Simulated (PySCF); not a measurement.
**Ge⁺: changing the method**

Aim: see what other levels and later steps give for Ge⁺.

The runs use PySCF 2.14.0; method and basis as typed in the scripts.

## Step 1: The atom

Ge⁺: 1 atom, charge 1, spin multiplicity 2.

## Step 2: The base run

input.py

```python
from pyscf import gto, scf, cc

mol = gto.M(
    atom='Ge 0 0 0',
    basis='x2c-svpall',
    charge=1,
    spin=1,
    verbose=4,
)
mf = scf.ROHF(mol)
mf = mf.sfx2c1e()
mf.kernel()
mycc = cc.CCSD(mf)
mycc.kernel()
e = mycc.eeccsd(nroots=3)[0]
print('roots (eV) =', (e*27.211386).round(3))
mf.dip_moment()
print('orbital energies (hartree):', mf.mo_energy[..., max(0, mol.nelec[1]-3):mol.nelec[0]+3].round(4))
```

Run with:

```sh
> python input.py
```

## Step 3: Revpbe (ROKS)

Variant 1 changes functional: none (Hartree–Fock) → revpbe; SCF type: ROHF → ROKS; step after the SCF: eomee → analyze.

input.py

```python
from pyscf import gto, dft

mol = gto.M(
    atom='Ge 0 0 0',
    basis='x2c-svpall',
    charge=1,
    spin=1,
    verbose=4,
)
mf = dft.ROKS(mol, xc='revpbe')
mf = mf.sfx2c1e()
mf.kernel()
mf.analyze()
print('orbital energies (hartree):', mf.mo_energy[..., max(0, mol.nelec[1]-3):mol.nelec[0]+3].round(4))
```

## Step 4: MP2 (UHF)

Variant 2 changes step after the SCF: eomee → mp2; SCF type: ROHF → UHF; frozen orbitals: none → 9.

input.py

```python
from pyscf import gto, scf, mp

mol = gto.M(
    atom='Ge 0 0 0',
    basis='x2c-svpall',
    charge=1,
    spin=1,
    verbose=4,
)
mf = scf.UHF(mol)
mf = mf.sfx2c1e()
mf.kernel()
mp.MP2(mf, frozen=9).kernel()
mf.dip_moment()
print('orbital energies (hartree):', [e[max(0, n-3):n+3].round(4) for e, n in zip(mf.mo_energy, mol.nelec)])
```

## Step 5: CCSD

Variant 3 changes step after the SCF: eomee → ccsd.

Changes to input.py since step 2:

```diff
@@ -14,4 +14,2 @@
 mycc.kernel()
-e = mycc.eeccsd(nroots=3)[0]
-print('roots (eV) =', (e*27.211386).round(3))
 mf.dip_moment()
```

## Step 6: X3lyp (ROKS)

Variant 4 changes functional: none (Hartree–Fock) → x3lyp; SCF type: ROHF → ROKS; step after the SCF: eomee → analyze.

input.py

```python
from pyscf import gto, dft

mol = gto.M(
    atom='Ge 0 0 0',
    basis='x2c-svpall',
    charge=1,
    spin=1,
    verbose=4,
)
mf = dft.ROKS(mol, xc='x3lyp')
mf = mf.sfx2c1e()
mf.kernel()
mf.analyze()
print('orbital energies (hartree):', mf.mo_energy[..., max(0, mol.nelec[1]-3):mol.nelec[0]+3].round(4))
```

## Step 7: CASSCF

Variant 5 changes step after the SCF: eomee → casscf; active space: none → 9 electrons in 8 orbitals.

input.py

```python
from pyscf import gto, scf, mcscf

mol = gto.M(
    atom='Ge 0 0 0',
    basis='x2c-svpall',
    charge=1,
    spin=1,
    verbose=4,
)
mf = scf.ROHF(mol)
mf = mf.sfx2c1e()
mf.kernel()
mc = mcscf.CASSCF(mf, 8, 9)
mc.kernel()
mc.analyze()
mf.dip_moment()
print('orbital energies (hartree):', mf.mo_energy[..., max(0, mol.nelec[1]-3):mol.nelec[0]+3].round(4))
```

Before running it: what results should come out? Wanted: for each run, E(SCF); from base; gap, α spin; after the SCF.

The runs gave:

| run | E(SCF) (hartree) | from base (eV) | cycles | gap, α spin (eV) | after the SCF |
| --- | --- | --- | --- | --- | --- |
| base | -2096.420079 | 0 | 7 | n/a | CCSD correlation -5.538 eV, first root 0.00 eV |
| revpbe (ROKS) | -2097.950950 | not comparable | 6 | n/a | n/a |
| MP2 (UHF) | -2096.423594 | -0.0956 | 8 | 8.53 | MP2 correlation -4.451 eV, core frozen |
| CCSD | -2096.420079 | 0.0000 | 7 | n/a | CCSD correlation -5.538 eV |
| x3lyp (ROKS) | -2098.024890 | not comparable | 6 | n/a | n/a |
| CASSCF | -2096.420079 | 0.0000 | 7 | n/a | CASSCF correlation -0.942 eV |

What this shows: A lower total energy from another functional means nothing by itself.
